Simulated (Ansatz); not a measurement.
# CH5NOSi: the cost of one run

Program: Ansatz 0.2.0. Level of theory: RKS PBE-D4/def2-SVP. These are calculated values, not measurements.

**1. The system as given**

Bond lengths: N1–C2 1.439 Å, C2–Si3 1.762 Å, Si3–O4 1.630 Å, N1–H5 1.013 Å, N1–H6 1.014 Å, C2–H7 1.080 Å, Si3–H8 1.439 Å, O4–H9 0.952 Å. Angles: N1–C2–Si3 124.1°, N1–C2–H7 112.1°, Si3–C2–H7 119.3°, C2–N1–H5 110.3°, C2–N1–H6 111.6°, H5–N1–H6 108.8°, C2–Si3–O4 124.9°, C2–Si3–H8 130.1°, O4–Si3–H8 102.1°, Si3–O4–H9 122.5°.

Coordinates:

```xyz
9

N    -0.0653    1.1951   -1.0543
C     0.3561   -0.1625   -0.8329
Si    0.3785   -0.9456    0.7458
O    -0.5086   -0.4794    2.0316
H    -0.2589    1.3465   -2.0375
H    -0.8966    1.4196   -0.5191
H     1.0276   -0.5098   -1.6037
H     0.7597   -2.2842    1.1120
H    -0.7924    0.4203    2.1581
```

**2. End point A**

Contents of input.yaml:

```yaml
crystal:
  periodic: [false, false, false]
  atoms:
    - { symbol: "N", position_ang: [-0.06531, 1.1951, -1.05432] }
    - { symbol: C, position_ang: [0.3561, -0.16253, -0.83287] }
    - { symbol: Si, position_ang: [0.37851, -0.94555, 0.74583] }
    - { symbol: O, position_ang: [-0.50857, -0.47941, 2.03165] }
    - { symbol: H, position_ang: [-0.25892, 1.34647, -2.03747] }
    - { symbol: H, position_ang: [-0.89664, 1.41962, -0.51913] }
    - { symbol: H, position_ang: [1.02757, -0.50979, -1.60372] }
    - { symbol: H, position_ang: [0.75969, -2.28419, 1.11198] }
    - { symbol: H, position_ang: [-0.79242, 0.42028, 2.15806] }
basis:
  gaussian: { orbitals: def2-SVP }
hamiltonian:
  xc: pbe
  dispersion: d4
relax:
  f_tol: 0.015
  max_steps: 40
```

Started as:

```console
$ ansatz run input.yaml --threads 1 --pin off --max-ram 2048MiB --backend cpu --events-out ev --progress --plain --runs-dir out
```

Q: Estimate wall time and peak memory on 1 thread of an x86-64 CPU, shared host.

About 61 s, with a peak of 0.17 GiB.
